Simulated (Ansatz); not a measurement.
**Alloy of KTaO3 and KNbO3 (3 of 8 Ta sites exchanged), 40 atoms**

Aim: relax the alloy cell and compare the gap by PBEsol and r²SCAN.

All numbers are computed with Ansatz 0.2.0 (PAW, plane waves).

## Step 1: The system as built

40 atoms (8 K, 3 Nb, 5 Ta, 24 O); a = 7.972 Å, b = 7.972 Å, c = 7.972 Å, α = 90.00°, β = 90.00°, γ = 90.00°. All atoms were shaken off their sites by about 0.02 Å along each axis.

Plan of the steps: (2) PBEsol cell relaxation at the single k point (¼, ¼, ¼), on 1 × NVIDIA GB300 Max-Q with 8 threads of Arm Neoverse-V2; (3) r²SCAN single point at the single k point (¼, ¼, ¼), on 1 × NVIDIA GB300 Max-Q with 8 threads of Arm Neoverse-V2.

## Step 2: PBEsol relaxation of the cell and the positions

Input file in.yaml:

```yaml
crystal:
  lattice:
    - [7.971669, 0.000000, 0.000000]
    - [0.000000, 7.971669, 0.000000]
    - [0.000000, 0.000000, 7.971669]
  atoms:
    - { symbol: K, position: [0.000565, 0.000555, 0.997873] }
    - { symbol: K, position: [0.000603, 0.000935, 0.500179] }
    - { symbol: K, position: [0.997842, 0.502119, 0.999040] }
    - { symbol: K, position: [0.998279, 0.502247, 0.499188] }
    - { symbol: K, position: [0.498430, 0.004310, 0.000056] }
    - { symbol: K, position: [0.500602, 0.002151, 0.497582] }
    - { symbol: K, position: [0.502880, 0.503046, 0.002068] }
    - { symbol: K, position: [0.496981, 0.500000, 0.500619] }
    - { symbol: Nb, position: [0.251121, 0.251877, 0.252260] }
    - { symbol: Nb, position: [0.250648, 0.243947, 0.746678] }
    - { symbol: Nb, position: [0.253449, 0.750978, 0.254650] }
    - { symbol: Ta, position: [0.249045, 0.749319, 0.749706] }
    - { symbol: Ta, position: [0.750301, 0.252826, 0.249434] }
    - { symbol: Ta, position: [0.753499, 0.252818, 0.744367] }
    - { symbol: Ta, position: [0.749521, 0.750398, 0.253410] }
    - { symbol: Ta, position: [0.752411, 0.752395, 0.750912] }
    - { symbol: O, position: [0.250579, 0.247605, 0.997355] }
    - { symbol: O, position: [0.251052, 0.247342, 0.502456] }
    - { symbol: O, position: [0.249013, 0.749726, 0.002838] }
    - { symbol: O, position: [0.250590, 0.751349, 0.501901] }
    - { symbol: O, position: [0.753228, 0.252362, 0.000321] }
    - { symbol: O, position: [0.750575, 0.247915, 0.499729] }
    - { symbol: O, position: [0.748645, 0.750750, 0.997657] }
    - { symbol: O, position: [0.747816, 0.753129, 0.494311] }
    - { symbol: O, position: [0.001786, 0.250426, 0.245982] }
    - { symbol: O, position: [0.002343, 0.250361, 0.744986] }
    - { symbol: O, position: [0.996821, 0.753367, 0.251826] }
    - { symbol: O, position: [0.002161, 0.750681, 0.753655] }
    - { symbol: O, position: [0.499534, 0.250095, 0.247755] }
    - { symbol: O, position: [0.500099, 0.254198, 0.746304] }
    - { symbol: O, position: [0.495749, 0.746517, 0.254215] }
    - { symbol: O, position: [0.498792, 0.744053, 0.748993] }
    - { symbol: O, position: [0.249644, 0.994309, 0.249963] }
    - { symbol: O, position: [0.248962, 0.997967, 0.749147] }
    - { symbol: O, position: [0.249808, 0.494841, 0.251459] }
    - { symbol: O, position: [0.250003, 0.500067, 0.747277] }
    - { symbol: O, position: [0.750090, 0.998990, 0.248171] }
    - { symbol: O, position: [0.753179, 0.002065, 0.751613] }
    - { symbol: O, position: [0.749857, 0.504347, 0.254375] }
    - { symbol: O, position: [0.750383, 0.499469, 0.755627] }
  symmetry: { detect: false }
kpoints:
  mp_grid: { grid: [1, 1, 1], shift: [0.25, 0.25, 0.25] }
hamiltonian:
  xc: pbesol
scf:
  occupations: { method: fermi_dirac, width: 0.01 }
relax:
  f_tol: 0.03
  max_steps: 80
  escape_saddle: false
  adjacent_minimum: "off"
  cell: { fix: [shape] }
output:
  forces: true
  eigenvalues: true
  populations: true
```

Launch:

```
ansatz run in.yaml --threads 8 --pin off --max-ram 118750MiB --runs-dir r --events-out ev --progress --plain --backend cuda --devices 0,
```

The runs that follow: r²SCAN single point.

Before running it: what results should come out? Wanted: for each run, top filled to lowest empty.

The runs gave:

| level | time | top filled to lowest empty (eV) |
| --- | --- | --- |
| PBEsol, relaxation | 7.3 s (GPU) | 2.97 |
| r²SCAN | 3.1 s (GPU) | 3.40 |

```
     quantity                                                                      value
   relaxation                                           8 recorded steps, 0.34 eV gained
largest shift                                                              0.15 Å (Nb10)
 relaxed cell  a = 7.982 Å, b = 7.982 Å, c = 7.982 Å, α = 90.00°, β = 90.00°, γ = 90.00°
   mean bonds                                        K–O 2.823, Nb–O 1.999, O–Ta 1.997 Å
```

**Reading.** The relaxation lowers the energy by 0.34 eV; the largest shift is 0.15 Å (Nb10), while the volume changes by +0.4 %. The mean lengths of the listed bonds run from O–Ta 2.00 Å to K–O 2.82 Å. With one k point the spacing samples only the states that fold onto it, so it can exceed the gap over the zone.
